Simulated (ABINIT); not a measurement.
# CoO (Fm-3m) in ABINIT: reference runs

Reference runs on CoO: the cell as given.

Program: ABINIT 10.8.3 (patched build). These are calculated values, not measurements. Logs are shortened: lines on timing, memory, paths and dates and some standing lists are left out, and cuts for length are marked. The log counts tension as positive stress, the text compression.

### 1 Starting point

It takes space group Fm-3m (No. 225, cubic). Conventional cell: a = 4.263 Å, b = 4.263 Å, c = 4.263 Å, α = 90.00°, β = 90.00°, γ = 90.00°. Co (site symmetry m-3m) is surrounded by 6 O at 2.13 Å. O (site symmetry m-3m) is surrounded by 6 Co at 2.13 Å.

### 2 Single point, PBE, collinear spin, ferromagnetic start

Input file run.abi:

```
# Pseudopotentials
pp_dirpath "./"
pseudos "Co.GGA_PBE-JTH.xml, O.GGA_PBE-JTH.xml"

# Structure
structure "poscar:POSCAR"
natom 2

# Plane-wave basis
ecut 26.0
pawecutdg 48.0
pawxcdev 0

# k points
kptopt 1
ngkpt 11 11 11
nshiftk 1
shiftk 0.0 0.0 0.0

# Exchange and correlation
ixc 11

# Bands and occupations
nband 16
occopt 3
tsmear 0.00183747

# Spin
nsppol 2
spinat
     0.0000000000     0.0000000000     3.0000000000
     0.0000000000     0.0000000000     0.0000000000

# SCF cycle
nstep 100
tolvrs 1.0e-9

# Output
iomode 3
prtwf 0
prtden 0
prteig 0
prtebands 0
enunit 2
```

Input file POSCAR:

```
CoO
1.0
    0.0000000000      2.1315016600      2.1315016600
    2.1315016600      0.0000000000      2.1315016600
    2.1315016600      2.1315016600      0.0000000000
Co O
1 1
Direct
    0.0000000000      0.0000000000      0.0000000000  Co
    0.5000000000      0.5000000000      0.5000000000  O
```

Potentials or basis: JTH PAW PBE v2.0.

On the command line:

```bash
$ abinit run.abi > log 2>&1
```

run.abo:

```text
.Version 10.8.3 of ABINIT
 Symmetries : space group Fm -3 m (#225); Bravais cF (face-center cubic)
================================================================================
 Values of the parameters that define the memory need of the present run
     intxc =       0    ionmov =       0      iscf =      17    lmnmax =      18
     lnmax =       6     mgfft =      30  mpssoang =       3    mqgrid =    3001
     natom =       2  nloc_mem =       2    nspden =       2   nspinor =       1
    nsppol =       2      nsym =      48    n1xccc =       1    ntypat =       2
    occopt =       3   xclevel =       2
       mpw =         854          nfft =       27000          nkpt =          56
 PAW method is used; the additional fine FFT grid is defined by:
   mgfftf=        36    nfftf =     46656
================================================================================
================================================================================

--------------------------------------------------------------------------------
------------- Echo of variables that govern the present computation ------------
--------------------------------------------------------------------------------
 -outvars: echo values of preprocessed input variables --------
            acell      1.0000000000E+00  1.0000000000E+00  1.0000000000E+00 Bohr
              amu      5.89332000E+01  1.59994000E+01
             ecut      2.60000000E+01 Hartree
           enunit           2
                       outvar_i_n : Printing only first  50 k-points.
              ixc          11
                       outvar_i_n : Printing only first  50 k-points.
         kptrlatt       11    0    0      0   11    0      0    0   11
          kptrlen      6.26602648E+01
            natom           2
            nband          16
            ngfft          30      30      30
          ngfftdg          36      36      36
             nkpt          56
           nspden           2
           nsppol           2
            nstep         100
             nsym          48
           ntypat           2
                       prtocc : prtvol=0, do not print more k-points.
                       1.000000  1.000000  1.000000  1.000000  1.000000  1.000000
                       1.000000  1.000000  1.000000  1.000000  1.000000  1.000000
                       0.000000  0.000000  0.000000  0.000000
                       1.000000  1.000000  1.000000  1.000000  1.000000  1.000000
                       1.000000  1.000000  1.000000  1.000000  1.000000  1.000000
                       0.000000  0.000000  0.000000  0.000000
                       1.000000  1.000000  1.000000  1.000000  1.000000  1.000000
                       1.000000  1.000000  1.000000  1.000000  1.000000  1.000000
                       0.000000  0.000000  0.000000  0.000000
                       1.000000  1.000000  1.000000  1.000000  1.000000  1.000000
                       1.000000  1.000000  1.000000  1.000000  1.000000  1.000000
                       0.000000  0.000000  0.000000  0.000000
                       1.000000  1.000000  1.000000  1.000000  1.000000  1.000000
                       1.000000  1.000000  1.000000  1.000000  1.000000  1.000000
                       0.000000  0.000000  0.000000  0.000000
                       1.000000  1.000000  1.000000  1.000000  1.000000  1.000000
                       1.000000  1.000000  1.000000  1.000000  1.000000  1.000000
[... 118 lines left out ...]
                       1.000000  1.000000  1.000000  1.000000  1.000000  1.000000
                       1.000000  1.000000  1.000000  1.000000  1.000000  0.000000
                       0.000000  0.000000  0.000000  0.000000
                       1.000000  1.000000  1.000000  1.000000  1.000000  1.000000
                       1.000000  1.000000  1.000000  1.000000  1.000000  0.000000
                       0.000000  0.000000  0.000000  0.000000
                       1.000000  1.000000  1.000000  1.000000  1.000000  1.000000
                       1.000000  1.000000  1.000000  1.000000  1.000000  0.000000
                       0.000000  0.000000  0.000000  0.000000
                       1.000000  1.000000  1.000000  1.000000  1.000000  1.000000
                       1.000000  1.000000  1.000000  1.000000  1.000000  0.000000
                       0.000000  0.000000  0.000000  0.000000
                       1.000000  1.000000  1.000000  1.000000  1.000000  1.000000
                       1.000000  1.000000  1.000000  1.000000  1.000000  0.000000
                       0.000000  0.000000  0.000000  0.000000
                       prtocc : prtvol=0, do not print more k-points.
           occopt           3
        pawecutdg      4.80000000E+01 Hartree
         pawxcdev           0
           prtden           0
        prtebands           0
           prteig           0
            prtwf           0
            rprim      0.0000000000E+00  4.0279543743E+00  4.0279543743E+00
                       4.0279543743E+00  0.0000000000E+00  4.0279543743E+00
                       4.0279543743E+00  4.0279543743E+00  0.0000000000E+00
          spgroup         225
           spinat      0.0000000000E+00  0.0000000000E+00  3.0000000000E+00
                       0.0000000000E+00  0.0000000000E+00  0.0000000000E+00
           tolvrs      1.00000000E-09
           tsmear      1.83747000E-03 Hartree
            typat      1  2
           useylm           1
                       outvars : Printing only first  50 k-points.
           xangst      0.0000000000E+00  0.0000000000E+00  0.0000000000E+00
                       2.1315016600E+00  2.1315016600E+00  2.1315016600E+00
            xcart      0.0000000000E+00  0.0000000000E+00  0.0000000000E+00
                       4.0279543743E+00  4.0279543743E+00  4.0279543743E+00
             xred      0.0000000000E+00  0.0000000000E+00  0.0000000000E+00
                       5.0000000000E-01  5.0000000000E-01  5.0000000000E-01
            znucl       27.00000    8.00000

================================================================================
[... 116 lines left out ...]
- [  0.00000000E+00,   0.00000000E+00,   7.75310614E-05, ]
pressure_GPa:  -2.2810E+00
xred      :
- [  0.0000E+00,   0.0000E+00,   0.0000E+00, Co]
- [  5.0000E-01,   5.0000E-01,   5.0000E-01,  O]
cartesian_forces: # hartree/bohr
- [ -0.00000000E+00,  -0.00000000E+00,  -0.00000000E+00, ]
- [ -0.00000000E+00,  -0.00000000E+00,  -0.00000000E+00, ]
force_length_stats: {min:   0.00000000E+00, max:   0.00000000E+00, mean:   0.00000000E+00, }
...

 Integrated electronic and magnetization densities in atomic spheres:
 ------------------------------------------------------------------------------------------------------------
 Radius=ratsph(iatom), smearing ratsm=  0.0000. Diff(up-dn)=approximate z local magnetic moment.
    Atom    Radius    up_density   dn_density  Total(up+dn)  Diff(up-dn)
    1 Co   2.10903     8.915249     6.342741     15.257990     2.572509
    2  O   1.41465     2.394675     2.111189      4.505864     0.283485
 ------------------------------------------------------------------------------------------------------------
  Sum:                11.309924     8.453930     19.763854     2.855994
 Total magnetization (from the atomic spheres):                2.855994
 Total magnetization (exact up - dn):                          2.924195

================================================================================

 ----iterations are completed or convergence reached----

 Mean square residual over all n,k,spin=   64.468E-09; max=  10.184E-05
 reduced coordinates (array xred) for    2 atoms
       0.000000000000      0.000000000000      0.000000000000
       0.500000000000      0.500000000000      0.500000000000
 rms dE/dt=  0.0000E+00; max dE/dt=  0.0000E+00; dE/dt below (all hartree)
    1       0.000000000000      0.000000000000      0.000000000000
    2       0.000000000000      0.000000000000      0.000000000000

 cartesian coordinates (angstrom) at end:
    1      0.00000000000000     0.00000000000000     0.00000000000000
    2      2.13150166000000     2.13150166000000     2.13150166000000

 cartesian forces (hartree/bohr) at end:
    1     -0.00000000000000    -0.00000000000000    -0.00000000000000
    2     -0.00000000000000    -0.00000000000000    -0.00000000000000
 frms,max,avg= 0.0000000E+00 0.0000000E+00   0.000E+00  0.000E+00  0.000E+00 h/b

 cartesian forces (eV/Angstrom) at end:
    1     -0.00000000000000    -0.00000000000000    -0.00000000000000
    2     -0.00000000000000    -0.00000000000000    -0.00000000000000
 frms,max,avg= 0.0000000E+00 0.0000000E+00   0.000E+00  0.000E+00  0.000E+00 e/A
 length scales=  1.000000000000  1.000000000000  1.000000000000 bohr
              =  0.529177210544  0.529177210544  0.529177210544 angstroms
 Fermi (or HOMO) energy (hartree) =   0.38057   Average Vxc (hartree)=  -0.44161
 Magnetization (Bohr magneton)=  2.92420065E+00
 Total spin up =  1.29621003E+01   Total spin down =  1.00378997E+01
 Eigenvalues (hartree) for nkpt=  56  k points, SPIN UP:
 kpt#   1, nband= 16, wtk=  0.00075, kpt=  0.0000  0.0000  0.0000 (reduced coord)
  -3.18080   -1.83030   -1.83030   -1.83030   -0.36316    0.25981    0.25981    0.26418
   0.26418    0.26418    0.26712    0.26712    0.26712    0.41337    0.99533    1.04097
      occupation numbers for kpt#   1
   1.00000    1.00000    1.00000    1.00000    1.00000    1.00000    1.00000    1.00000
   1.00000    1.00000    1.00000    1.00000    1.00000    0.00000    0.00000    0.00000
 prteigrs : prtvol=0 or 1, do not print more k-points.

 Eigenvalues (hartree) for nkpt=  56  k points, SPIN DOWN:
 kpt#   1, nband= 16, wtk=  0.00075, kpt=  0.0000  0.0000  0.0000 (reduced coord)
  -3.06810   -1.72035   -1.72035   -1.72035   -0.34487    0.28444    0.28444    0.28444
   0.34009    0.34009    0.34009    0.38352    0.38352    0.43318    0.99130    1.06008
      occupation numbers for kpt#   1
   1.00000    1.00000    1.00000    1.00000    1.00000    1.00000    1.00000    1.00000
   1.00000    1.00000    1.00000    0.16694    0.16694    0.00000    0.00000    0.00000
 prteigrs : prtvol=0 or 1, do not print more k-points.

 Fermi (or HOMO) energy (eV) =  10.35575   Average Vxc (eV)= -12.01679
 Eigenvalues (   eV  ) for nkpt=  56  k points, SPIN UP:
 kpt#   1, nband= 16, wtk=  0.00075, kpt=  0.0000  0.0000  0.0000 (reduced coord)
 -86.55396  -49.80512  -49.80512  -49.80512   -9.88201    7.06984    7.06984    7.18862
   7.18862    7.18862    7.26880    7.26880    7.26880   11.24839   27.08443   28.32621
 prteigrs : prtvol=0 or 1, do not print more k-points.

 Eigenvalues (   eV  ) for nkpt=  56  k points, SPIN DOWN:
 kpt#   1, nband= 16, wtk=  0.00075, kpt=  0.0000  0.0000  0.0000 (reduced coord)
 -83.48725  -46.81316  -46.81316  -46.81316   -9.38451    7.73988    7.73988    7.73988
   9.25429    9.25429    9.25429   10.43613   10.43613   11.78734   26.97452   28.84612
 prteigrs : prtvol=0 or 1, do not print more k-points.

--- !EnergyTerms
iteration_state     : {dtset: 1, }
comment             : Components of total free energy in Hartree
kinetic             :  1.92072239420743E+01
hartree             :  4.24289471168113E+01
xc                  : -6.00244173743803E+00
Ewald energy        : -1.06281348015882E+02
psp_core            :  3.46883975798144E+00
local_psp           : -1.42279430691883E+02
PAW spherical_terms :  2.69414540574095E+01
internal            : -1.62516755570927E+02
'-kT*entropy'       : -1.24656242413550E-03
total_energy        : -1.62518002133351E+02
total_energy_eV     : -4.42234012797578E+03
...

--- !EnergyTermsDC
iteration_state     : {dtset: 1, }
comment             : '"Double-counting" decomposition of free energy'
band_energy         : -1.42085172032067E+01
Ewald energy        : -1.06281348015882E+02
psp_core            :  3.46883975798144E+00
xc_dc               : -4.06252302593310E+01
PAW spherical_terms : -4.87049800378226E+00
internal            : -1.62516753724221E+02
'-kT*entropy'       : -1.24656242413550E-03
total_energy_dc     : -1.62518000286645E+02
total_energy_dc_eV  : -4.42234007772435E+03
...

--- !EnergyTermsWithPAWCore
iteration_state     : {dtset: 1, }
comment             : 'Components of total free energy, including PAW core contributions'
Total energy        : -1.46867139970741E+03
Total energy DC     : -1.46867139786071E+03
Total energy (eV)   : -3.99645847258639E+04
Total energy DC (eV): -3.99645846756125E+04
...

 Cartesian components of stress tensor (hartree/bohr^3)
  sigma(1 1)=  7.75310614E-05  sigma(3 2)=  0.00000000E+00
  sigma(2 2)=  7.75310614E-05  sigma(3 1)=  0.00000000E+00
  sigma(3 3)=  7.75310614E-05  sigma(2 1)=  0.00000000E+00

-Cartesian components of stress tensor (GPa)         [Pressure= -2.2810E+00 GPa]
- sigma(1 1)=  2.28104258E+00  sigma(3 2)=  0.00000000E+00
- sigma(2 2)=  2.28104258E+00  sigma(3 1)=  0.00000000E+00
- sigma(3 3)=  2.28104258E+00  sigma(2 1)=  0.00000000E+00

== END DATASET(S) ==============================================================
================================================================================

 -outvars: echo values of variables after computation  --------
            acell      1.0000000000E+00  1.0000000000E+00  1.0000000000E+00 Bohr
           etotal     -1.6251800029E+02
            fcart     -0.0000000000E+00 -0.0000000000E+00 -0.0000000000E+00
                      -0.0000000000E+00 -0.0000000000E+00 -0.0000000000E+00
            rprim      0.0000000000E+00  4.0279543743E+00  4.0279543743E+00
                       4.0279543743E+00  0.0000000000E+00  4.0279543743E+00
                       4.0279543743E+00  4.0279543743E+00  0.0000000000E+00
           strten      7.7531061386E-05  7.7531061386E-05  7.7531061386E-05
                       0.0000000000E+00  0.0000000000E+00  0.0000000000E+00
           xangst      0.0000000000E+00  0.0000000000E+00  0.0000000000E+00
                       2.1315016600E+00  2.1315016600E+00  2.1315016600E+00
             xred      0.0000000000E+00  0.0000000000E+00  0.0000000000E+00
                       5.0000000000E-01  5.0000000000E-01  5.0000000000E-01
 Calculation completed.
```

Run time: 60 s. Hardware: 1 thread of Intel Xeon 6975P-C (Granite Rapids), shared host; peak memory 0.16 GiB.

Results:

* Free energy: -4422.3401 eV
* Pressure: -2.3 GPa
* Band gap on the k mesh: none (metal or under the smearing width)
* Net moment: 2.92 μB per cell
* Site moments: Co +2.57; O +0.28 μB
* Valence electrons inside the program's atomic spheres: Co 15.26; O 4.51

Caveat: a cell with one magnetic atom can't hold antiferromagnetic order, which such compounds often take; semilocal functionals often make such compounds metallic where correlation or magnetic order opens a gap, which also shifts bond lengths.

[end of part 1 of 3]
